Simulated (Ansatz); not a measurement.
Mg3Te in Ansatz: the effect of functional

Crystal: Mg3Te.

```
Te Mg
1.0
    -2.18132    2.18132    5.38609
     2.18132   -2.18132    5.38609
     2.18132    2.18132   -5.38609
Te Mg
1 3
Direct
  0.00000 0.00000 0.00000
  0.25000 0.75000 0.50000
  0.75000 0.25000 0.50000
  0.50000 0.50000 0.00000
```

The cell comes from a database or a generator and needn't be the stable form of this composition.

The cell isn't the ideal one: volume scaled by 1.06.

Alike in all runs:

| Property | Result |
| --- | --- |
| Program | Ansatz 0.2.0 |
| Task | single point |
| Potentials or basis | Ansatz PAW |
| k mesh | 9 × 9 × 9 |
| Occupations | fermi-dirac, width 0.05 eV |
| Spin | no spin polarisation |

Problem. One run gave: pressure -1.8 GPa. Which functional did it use?
A. r2SCAN
B. LDA
C. PBE

Solution. C.

```tsv
functional	cutoff	pressure (GPa)
LDA	420 eV (not typed: the program's choice for these potentials)	-3.9
r2SCAN	500 eV (not typed: the program's choice for these potentials)	-2.7
PBE	420 eV (not typed: the program's choice for these potentials)	-1.8
```

Caveats: the PAW data sets come from PBE, with cores solved anew for the run's functional, which leaves a small shift of forces and pressure (some runs).
